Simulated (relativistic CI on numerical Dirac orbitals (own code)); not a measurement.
# Mn⁴⁺: L2,3 absorption multiplets

Wanted: the shape of the L2,3 absorption spectrum of Mn⁴⁺ in 5 surroundings, from the same atomic integrals.

Program: relativistic CI on numerical Dirac orbitals (own code) version 3. Level of theory: Dirac-Coulomb-Breit CI, KLI orbitals optimised for each configuration, model QED (radiative potential, 1s self-energy scaled to tabulated hydrogen-like ionisation energies), valence Slater integrals scaled by 0.7, multiplet model of core-to-valence dipole absorption. These are calculated values, not measurements, unless marked.

## (1) Starting point

* ion: Mn⁴⁺ (Mn V)
* nuclear charge: 25
* electrons: 21
* configurations: [Ar] 3d3 → [He] 2s2 2p5 3s2 3p6 3d4
* magnetising field for the dichroism, Lz and Sz: exchange field 10 meV on Sz; these come from the lowest magnetised state alone (0 K)
* temperature of the isotropic spectrum: 300 K
* widths: Lorentz 0.4 eV, Gauss 0.3 eV
* surrounding 1: free ion
* surrounding 2: Oh, 10Dq = 5000 cm⁻¹
* surrounding 3: Oh, 10Dq = 11300 cm⁻¹
* surrounding 4: Oh, 10Dq = 17550 cm⁻¹
* surrounding 5: Oh, 10Dq = 23850 cm⁻¹

## (2) Surrounding 1: free ion

Settings of the run:

```ini
atom Mn  Z=25  charge=4  electrons=21
nucleus A=55  rms_radius_fm=3.7057
hamiltonian dirac-coulomb  breit=on  qed=on  c_scale=1
orbitals kli  potential=per-configuration
slater_scale 0.7
correlation none
mixing on
configurations
  [Ar] 3d3
  [He] 2s2 2p5 3s2 3p6 3d4
end
absorption L2,3 T=300 lorentz=0.4 gauss=0.3
crystal_field free
```

## (3) Surrounding 2: Oh, 10Dq = 5000

Settings: those of step 2 with these lines changed.

```diff
@@ -12,2 +12,2 @@
 absorption L2,3 T=300 lorentz=0.4 gauss=0.3
-crystal_field free
+crystal_field Oh 10Dq=5000
```

## (4) Surrounding 3: Oh, 10Dq = 11300

Settings: those of step 3 with these lines changed.

```diff
@@ -12,2 +12,2 @@
 absorption L2,3 T=300 lorentz=0.4 gauss=0.3
-crystal_field Oh 10Dq=5000
+crystal_field Oh 10Dq=11300
```

## (5) Surrounding 4: Oh, 10Dq = 17550

Settings: those of step 4 with these lines changed.

```diff
@@ -12,2 +12,2 @@
 absorption L2,3 T=300 lorentz=0.4 gauss=0.3
-crystal_field Oh 10Dq=11300
+crystal_field Oh 10Dq=17550
```

## (6) Surrounding 5: Oh, 10Dq = 23850

Settings: those of step 5 with these lines changed.

```diff
@@ -12,2 +12,2 @@
 absorption L2,3 T=300 lorentz=0.4 gauss=0.3
-crystal_field Oh 10Dq=17550
+crystal_field Oh 10Dq=23850
```

(Steps that only read results are left out.)

Q: Predict the outcome of this session. Wanted: highest peak, first run; ground spin; share of the lower edge; core spin-orbit splitting.

**Answer**, as computed:

| surrounding | ground S | Lz (0 K) | Sz (0 K) | centroid (eV) | share of the lower edge | up to four highest peaks (% of the highest), eV |
| --- | --- | --- | --- | --- | --- | --- |
| 1: free | 1.50 | 2.62 | -1.12 | 651.39 | 0.706* | 647.6 (100), 649.1 (71), 649.8 (49), 659.3 (33) |
| 2: Oh | 1.50 | 0.31 | -1.50 | 652.24 | 0.604* | 648.0 (100), 648.6 (81), 657.1 (36), 659.2 (55) |
| 3: Oh | 1.50 | 0.14 | -1.50 | 652.45 | 0.597* | 648.1 (100), 648.9 (94), 657.1 (61), 659.2 (64) |
| 4: Oh | 1.50 | 0.09 | -1.50 | 652.61 | 0.598* | 648.5 (100), 649.4 (85), 657.4 (96), 659.8 (60) |
| 5: Oh | 1.50 | 0.06 | -1.50 | 652.76 | 0.601* | 649.0 (87), 649.6 (77), 649.9 (77), 658.0 (100) |

* From the broadened curve, split at its minimum between the edges.

| quantity | value |
| --- | --- |
| highest peak, first run | 647.6 eV |
| ground spin (effective S from ⟨S²⟩) | 1.50 |
| share of the lower edge | 0.597 to 0.706 |
| core spin-orbit splitting (without Breit) | 10.84 eV |

In words: The lower edge takes 0.71 of the intensity in surrounding 1, above the statistical 0.67. The position of the maximum differs by up to 10.4 eV between the surroundings, by shifts of peaks or by peaks exchanging rank. Edge positions are free-ion values and differ from those in solids by a few eV or more.
